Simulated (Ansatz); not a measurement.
# CH4FGe radical: how energies converge with the basis set

The task here is to estimate one member of a computed series from the others.

Program: Ansatz 0.2.0, Gaussian basis. Level of theory: one geometry, several basis sets. These are calculated values, not measurements.

The runs, in order: PBE0-D4/def2-SVP; ωB97M-V/def2-SVP; PBE0-D4/def2-QZVPP; ωB97M-V/def2-QZVPP; the functionals' def2-TZVPP values are taken from earlier runs.

## The geometry

An earlier PBE0-D4 in a triple-zeta def2 set relaxation fixed the geometry.

SMILES `[CH3][GeH][F]`, 7 atoms, charge 0, spin multiplicity 2.

Atoms are counted from 1 here; the program's logs count them from 0.

Bond lengths: C1–Ge2 1.955 Å, C1–H4 1.091 Å, C1–H5 1.092 Å, C1–H6 1.089 Å, Ge2–F3 1.753 Å, Ge2–H7 1.557 Å. Angles: Ge2–C1–H4 109.9°, Ge2–C1–H5 108.3°, Ge2–C1–H6 110.3°, H4–C1–H5 109.5°, H4–C1–H6 109.4°, H5–C1–H6 109.3°, C1–Ge2–F3 105.2°, C1–Ge2–H7 113.4°, F3–Ge2–H7 104.5°.

As a file:

```xyz
7

C    -0.6203    0.4948   -0.3391
Ge    0.9340   -0.6737   -0.1397
F     0.3848   -2.0034    0.8622
H    -0.3350    1.4068   -0.8651
H    -0.9884    0.7480    0.6579
H    -1.4069   -0.0134   -0.8955
H     2.0930   -0.0271    0.6735
```

The first run:

in.yaml reads:

```yaml
crystal:
  periodic: [false, false, false]
  atoms:
    - {symbol: C, position_ang: [-0.620339, 0.494824, -0.339102]}
    - {symbol: Ge, position_ang: [0.933991, -0.673721, -0.139710]}
    - {symbol: F, position_ang: [0.384815, -2.003408, 0.862201]}
    - {symbol: H, position_ang: [-0.334995, 1.406753, -0.865058]}
    - {symbol: H, position_ang: [-0.988391, 0.747983, 0.657875]}
    - {symbol: H, position_ang: [-1.406867, -0.013442, -0.895501]}
    - {symbol: H, position_ang: [2.092985, -0.027087, 0.673497]}
basis:
  gaussian: {orbitals: def2-SVP}
magnetization: {spin_polarized: true, initial_magnetization: 1}
hamiltonian: {xc: pbe0, dispersion: d4}
output: {orbitals: {seedname: orbitals}}
```

Launch:

```
ansatz run in.yaml --threads 4 --pin off --events-out ev --progress --plain --max-ram 10444MiB
```

Among the steps run: PBE0-D4 in def2-SVP; ωB97M-V in def2-SVP; PBE0-D4 in def2-QZVPP; ωB97M-V in def2-QZVPP.

One of the session's tables, all rows but one given; the rest of the session is left out.

It belongs to the step «Functionals by basis». 

| functional | basis | HOMO (eV) | LUMO (eV) |
| --- | --- | --- | --- |
| PBE0-D4 | def2-SVP | -6.23 | -2.74 |
| PBE0-D4 | def2-TZVPP | -6.32 | -2.80 |
| PBE0-D4 | def2-QZVPP | ? | ? |
| ωB97M-V | def2-SVP | -8.22 | -0.88 |
| ωB97M-V | def2-TZVPP | -8.32 | -0.99 |
| ωB97M-V | def2-QZVPP | -8.37 | -1.10 |

**Question.** Estimate the row for PBE0-D4, def2-QZVPP.

The run gave: HOMO (eV): -6.36; LUMO (eV): -2.86. In the column «HOMO (eV)» it lies between ωB97M-V, def2-SVP (-8.22) and PBE0-D4, def2-TZVPP (-6.32).
